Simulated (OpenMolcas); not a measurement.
# A workflow on CH5GaO2 (SMILES [CH3][Ga]([OH])[OH])

Aim: the energy (HF/ANO-R0), then the energy (CASSCF(2,2)/ANO-R1), then an energy scan (CASPT2(2,2)/ANO-R1), then an energy scan (SC-NEVPT2(2,2)/ANO-R1), then an energy scan (MC-PDFT[tPBE](2,2)/ANO-R1) of CH5GaO2. 

The results are computed with OpenMolcas 26.06.

## 1. Starting point

CH5GaO2: 9 atoms, total charge 0, spin state singlet. SMILES: `[CH3][Ga]([OH])[OH]`. Geometry: relaxed at PBE0-D4/def2-TZVP. This is one conformer, not always the lowest.

Bond lengths: C1–Ga2 1.941 Å, Ga2–O3 1.791 Å, Ga2–O4 1.791 Å, C1–H5 1.090 Å, C1–H6 1.091 Å, C1–H7 1.091 Å, O3–H8 0.959 Å, O4–H9 0.959 Å. Some angles: C1–Ga2–O3 121.3°, C1–Ga2–O4 121.2°, O3–Ga2–O4 117.5°, Ga2–C1–H5 110.5°, Ga2–C1–H6 109.9°, Ga2–C1–H7 110.2°, Ga2–O3–H8 115.4°, Ga2–O4–H9 115.3°, H5–C1–H6 108.9°, H5–C1–H7 109.4°.

## 2. A single-point energy at HF/ANO-R0 (sfX2C) (run 1)

Contents of geom.xyz:

```xyz
9

C      0.139500     0.740600    -1.385600
Ga    -0.022300    -0.180400     0.314900
O      0.237900    -1.947500     0.443200
O     -0.435700     0.706800     1.814800
H      0.259800     0.024500    -2.197900
H      1.005300     1.404900    -1.368100
H     -0.746600     1.349900    -1.568800
H      0.141200    -2.314500     1.323600
H     -0.490700     0.169600     2.607000
```

Contents of step1.input:

```
&gateway
coord=geom.xyz
basis=ANO-R0
group=NoSym
&seward
&scf
prorbitals=0
&localisation
occupied
freeze
pipek-mezey
&localisation
fileorb=$Project.LocOrb
virtual
pipek-mezey
```

Run with:

```console
$ export MOLCAS_MEM=1860
$ pymolcas step1.input > step1.log
```

Output:

```text
--- Start Module: gateway ---
[...]
--- Stop Module: gateway /rc=_RC_ALL_IS_WELL_ ---
[...]
      Basis functions           38
[...]
       Convergence after  13 Iterations
[...]
::    Total SCF energy                              -2132.2160156006
[...]
      Total spin, S                                     0.0000000000
[...]
      Total electronic charge=   58.000000
      Total            charge=   -0.000000
[...]
      Dipole Moment (debye):
      Origin of the operator (angstrom)=   -0.0242   -0.1929    0.3389
                   X= -1.5265E-01               Y= -9.1991E-01               Z=  1.6986E+00           Total=  1.9377E+00
      Quadrupole Moment (debye*angstrom):
[...]
--- Start Module: localisation ---
[...]
--- Stop Module: localisation /rc=_RC_ALL_IS_WELL_ ---
--- Start Module: localisation ---
[...]
--- Stop Module: localisation /rc=_RC_ALL_IS_WELL_ ---
[...]
```

It took 8.4 s on 1 thread of Intel Xeon Platinum 8259CL at 2.50GHz (Skylake/Cascade Lake), shared host; peak memory 0.42 GiB.

## 3. The energy at CASSCF(2,2)/ANO-R1 (sfX2C, RICD fitting) (run 2)

geom.xyz is that of step 2.

Contents of step2.input:

```
* CH5GaO2 CASSCF
>>> EXPORT MOLCAS_PRINT=2

&GATEWAY
 Coord = geom.xyz
 Basis = ANO-R0
 Group = NoSym

&SEWARD

&RASSCF
 FileOrb = $CurrDir/step1.LocOrb
 Alter = 2
 1 21 29
 1 30 31
 Spin = 1
 Nactel = 2 0 0
 Inactive = 28
 Ras2 = 2
 OrbListing = Nothing
>>> COPY $Project.RunFile RUNFIL1
>>> COPY $Project.RasOrb INPORB

&GATEWAY
 Coord = geom.xyz
 Basis = ANO-R1
 Group = NoSym
 RICD

&SEWARD
>>> COPY $Project.RunFile RUNFIL2

&EXPBAS

&RASSCF
 FileOrb = $Project.ExpOrb
 Spin = 1
 Nactel = 2 0 0
 Inactive = 28
 Ras2 = 2
 OrbListing = Nothing
```

Run with:

```console
$ export MOLCAS_MEM=1860
$ pymolcas step2.input > step2.log
```

Output:

```text
--- Start Module: gateway ---
[...]
      Basis functions           38
[...]
      Number of active orbitals                  2
[...]
      Spin quantum number                      0.0
[...]
      Active orbitals                            2
[...]
      Number of CSFs                             3
[...]
      Number of root(s) required                 1
[...]
      Convergence after 13 iterations
[...]
      printout of CI-coefficients larger than  0.05 for root  1
      energy=   -2132.233610
      conf/sym  11     Coeff  Weight
             1  20   0.99344 0.98692
             3  02  -0.11436 0.01308
      Natural orbitals and occupation numbers for root  1
      sym 1:   1.973842   0.026158
      ************************************************************************************************************************
      *                                                    Final results                                                     *
[...]
::    RASSCF root number  1 Total energy:  -2132.23360954
[...]
      Basis functions          106
[...]
      Convergence after 18 iterations
[...]
      Natural orbitals and occupation numbers for root  1
      sym 1:   1.980913   0.019087
      ************************************************************************************************************************
      *                                                    Final results                                                     *
[...]
::    RASSCF root number  1 Total energy:  -2133.01863899
[...]
      Total electronic charge=   58.000000
      Total            charge=   -0.000000
[...]
      Dipole Moment (debye):
      Origin of the operator (angstrom)=   -0.0242   -0.1929    0.3389
                   X= -4.0986E-02               Y= -2.8375E-01               Z=  5.5490E-01           Total=  6.2458E-01
      Quadrupole Moment (debye*angstrom):
[...]
```

Run time: 33 s. Hardware: 1 thread of Intel Xeon Platinum 8259CL at 2.50GHz (Skylake/Cascade Lake), shared host; peak memory 0.42 GiB.

## 4. The energy along one coordinate at CASPT2(2,2)/ANO-R1 (sfX2C, RICD fitting, ipea shift 0.25 Eh, pt2 variant SS) (run 3)

Contents of step3.inp:

```
* CH5GaO2 CASPT2
>>> COPY $CurrDir/step2.RasOrb $Project.RasOrb
>>> ForEach K in (1, 2, 3, 4, 5, 6, 7, 8, 9)

&GATEWAY
 Coord=$CurrDir/point$K.xyz
 Basis=ANO-R1
 Group=NoSym
 RICD

&SEWARD

&RASSCF
 FileOrb=$Project.RasOrb
 Spin=1
 Nactel=2 0 0
 Inactive=28
 Ras2=2
 OrbListing=Nothing

&CASPT2
 Imaginary=0.2
 Frozen=12
>>> EndDo
```

Run with:

```console
$ export MOLCAS_MEM=1860
$ pymolcas step3.inp > step3.log
```

Output:

```text
[...]
      Basis functions          106
[...]
      Number of active orbitals                  2
[...]
      Spin quantum number                      0.0
[...]
      Active orbitals                            2
[...]
      Number of CSFs                             3
[...]
      Number of root(s) required                 1
[...]
      Convergence after 11 iterations
[...]
      printout of CI-coefficients larger than  0.05 for root  1
      energy=   -2133.005967
      conf/sym  11     Coeff  Weight
             1  20   0.99678 0.99358
             3  02  -0.08013 0.00642
      Natural orbitals and occupation numbers for root  1
      sym 1:   1.987157   0.012843
      ************************************************************************************************************************
      *                                                    Final results                                                     *
[...]
::    RASSCF root number  1 Total energy:  -2133.00596726
[...]
::    CASPT2 Root  1     Total energy:  -2133.98568308
[...]
      Convergence after 12 iterations
[...]
      Natural orbitals and occupation numbers for root  1
      sym 1:   1.980892   0.019108
      ************************************************************************************************************************
      *                                                    Final results                                                     *
[...]
      Convergence after 15 iterations
[...]
      Convergence after 14 iterations
[...]
      Convergence after 11 iterations
[...]
::    RASSCF root number  1 Total energy:  -2132.86014303
[...]
::    CASPT2 Root  1     Total energy:  -2133.81468953
[...]
      Convergence after 10 iterations
[...]
::    RASSCF root number  1 Total energy:  -2132.85431207
[...]
      Reference weight:           0.82138
[...]
::    CASPT2 Root  1     Total energy:  -2133.80598794
[...]
```

Wall time 3.6 min (1 thread of Intel Xeon Platinum 8259CL at 2.50GHz (Skylake/Cascade Lake), shared host); peak memory 0.16 GiB.

The scan, from its lowest point:

```csv
H8–O3 (Å),energy (kJ/mol)
0.863,34.1
0.959,0.0
1.055,18.5
1.198,89.9
1.390,205.9
1.630,329.9
1.917,425.4
2.301,483.1
2.876,505.9
```

## 5. The energy along one coordinate at SC-NEVPT2(2,2)/ANO-R1 (sfX2C, RICD fitting, pt2 variant SC-NEVPT2) (run 4)

Contents of step4.input:

```
>>> COPY $CurrDir/step2.RasOrb $Project.RasOrb
>>> ForEach K in (1, 2, 3, 4, 5, 6, 7, 8, 9)

&GATEWAY
  COORD = $CurrDir/point$K.xyz
  BASIS = ANO-R1
  GROUP = NoSym
  RICD

&SEWARD

&RASSCF
  FILEORB = $Project.RasOrb
  SPIN = 1
  NACTEL = 2 0 0
  INACTIVE = 28
  RAS2 = 2
  ORBLISTING = Nothing

&CASPT2
  SC-NEVPT2
  FROZEN = 12
>>> EndDo
```

Run with:

```console
$ export MOLCAS_MEM=1860
$ pymolcas step4.input > step4.log
```

Output:

```text
--- Start Module: gateway ---
[...]
      Basis functions          106
[...]
      Number of active orbitals                  2
[...]
      Spin quantum number                      0.0
[...]
      Active orbitals                            2
[...]
      Number of CSFs                             3
[...]
      Number of root(s) required                 1
[...]
      Convergence after 11 iterations
[...]
      printout of CI-coefficients larger than  0.05 for root  1
      energy=   -2133.005967
      conf/sym  11     Coeff  Weight
             1  20   0.99678 0.99358
             3  02  -0.08013 0.00642
      Natural orbitals and occupation numbers for root  1
      sym 1:   1.987157   0.012843
      ************************************************************************************************************************
      *                                                    Final results                                                     *
[...]
::    RASSCF root number  1 Total energy:  -2133.00596726
[...]
::    SC-NEVPT2 Root  1     Total energy:  -2133.98520663
[...]
      Convergence after 12 iterations
[...]
      Natural orbitals and occupation numbers for root  1
      sym 1:   1.980892   0.019108
      ************************************************************************************************************************
      *                                                    Final results                                                     *
[...]
      Convergence after 15 iterations
[...]
      Convergence after 14 iterations
[...]
      Convergence after 11 iterations
[...]
::    RASSCF root number  1 Total energy:  -2132.86014303
[...]
::    SC-NEVPT2 Root  1     Total energy:  -2133.81062243
[...]
      Convergence after 10 iterations
[...]
::    RASSCF root number  1 Total energy:  -2132.85431207
[...]
::    SC-NEVPT2 Root  1     Total energy:  -2133.80213811
[...]
```

Run time: 3.5 min. Hardware: 1 thread of Intel Xeon Platinum 8259CL at 2.50GHz (Skylake/Cascade Lake), shared host; peak memory 0.16 GiB.

The scan, from its lowest point:

```csv
H8–O3 (Å),energy (kJ/mol)
0.863,37.0
0.959,0.0
1.055,16.1
1.198,86.0
1.390,204.3
1.630,334.9
1.917,436.0
2.301,495.4
2.876,517.6
```

## 6. The energy along one coordinate at MC-PDFT[tPBE](2,2)/ANO-R1 (sfX2C, RICD fitting) (run 5)

Contents of step5.inp:

```
>>> COPY $CurrDir/step2.RasOrb $Project.RasOrb
>>> ForEach K in (1, 2, 3, 4, 5, 6, 7, 8, 9)
&GATEWAY
Coord = $CurrDir/point$K.xyz
Basis = ANO-R1
Group = NoSym
RICD
&SEWARD
&RASSCF
FileOrb = $Project.RasOrb
Spin = 1
Nactel = 2 0 0
Inactive = 28
Ras2 = 2
OrbListing = Nothing
&MCPDFT
KSDFT = T:PBE
>>> EndDo
```

Run with:

```console
$ export MOLCAS_MEM=1860
$ pymolcas step5.inp > step5.log
```

Output:

```text
--- Start Module: gateway ---
[...]
      Basis functions          106
[...]
      Number of active orbitals                  2
[...]
      Spin quantum number                      0.0
[...]
      Active orbitals                            2
[...]
      Number of CSFs                             3
[...]
      Number of root(s) required                 1
[...]
      Convergence after 11 iterations
[...]
      printout of CI-coefficients larger than  0.05 for root  1
      energy=   -2133.005967
      conf/sym  11     Coeff  Weight
             1  20   0.99678 0.99358
             3  02  -0.08013 0.00642
      Natural orbitals and occupation numbers for root  1
      sym 1:   1.987157   0.012843
      ************************************************************************************************************************
      *                                                    Final results                                                     *
[...]
::    RASSCF root number  1 Total energy:  -2133.00596726
[...]
::    MCPDFT root number  1 Total energy:  -2135.17222096
[...]
      Convergence after 12 iterations
[...]
      Natural orbitals and occupation numbers for root  1
      sym 1:   1.980892   0.019108
      ************************************************************************************************************************
      *                                                    Final results                                                     *
[...]
      Convergence after 15 iterations
[...]
      Convergence after 14 iterations
[...]
      Convergence after 11 iterations
[...]
::    RASSCF root number  1 Total energy:  -2132.86014303
[...]
::    MCPDFT root number  1 Total energy:  -2134.99704562
[...]
      Convergence after 10 iterations
[...]
::    RASSCF root number  1 Total energy:  -2132.85431207
[...]
::    MCPDFT root number  1 Total energy:  -2134.98781535
[...]
```

It took 3.9 min on 1 thread of Intel Xeon Platinum 8259CL at 2.50GHz (Skylake/Cascade Lake), shared host; peak memory 0.16 GiB.

The scan, from its lowest point:

```csv
H8–O3 (Å),energy (kJ/mol)
0.863,36.5
0.959,0.0
1.055,15.2
1.198,81.9
1.390,195.3
1.630,324.3
1.917,430.5
2.301,496.5
2.876,520.7
```

## 7. Results

```
                                                   quantity           value
                             run 1, HF/ANO-R0: total energy  -2132.21602 Eh
                            run 1, HF/ANO-R0: dipole moment          1.94 D
                              run 1, HF/ANO-R0: HOMO energy       -11.07 eV
                              run 1, HF/ANO-R0: LUMO energy         3.23 eV
                            run 1, HF/ANO-R0: HOMO–LUMO gap        14.30 eV
                    run 2, CASSCF(2,2)/ANO-R1: total energy  -2133.01864 Eh
  run 2, CASSCF(2,2)/ANO-R1: dipole moment (CASSCF density)          0.62 D
       run 3, CASPT2(2,2)/ANO-R1: lowest energy of the scan  -2133.99868 Eh
    run 4, SC-NEVPT2(2,2)/ANO-R1: lowest energy of the scan  -2133.99929 Eh
run 5, MC-PDFT[tPBE](2,2)/ANO-R1: lowest energy of the scan  -2135.18614 Eh
```

**Reading.** Mulliken charges (run 2, CASSCF(2,2)/ANO-R1) run from -0.62 on O4 to +1.02 on Ga2.
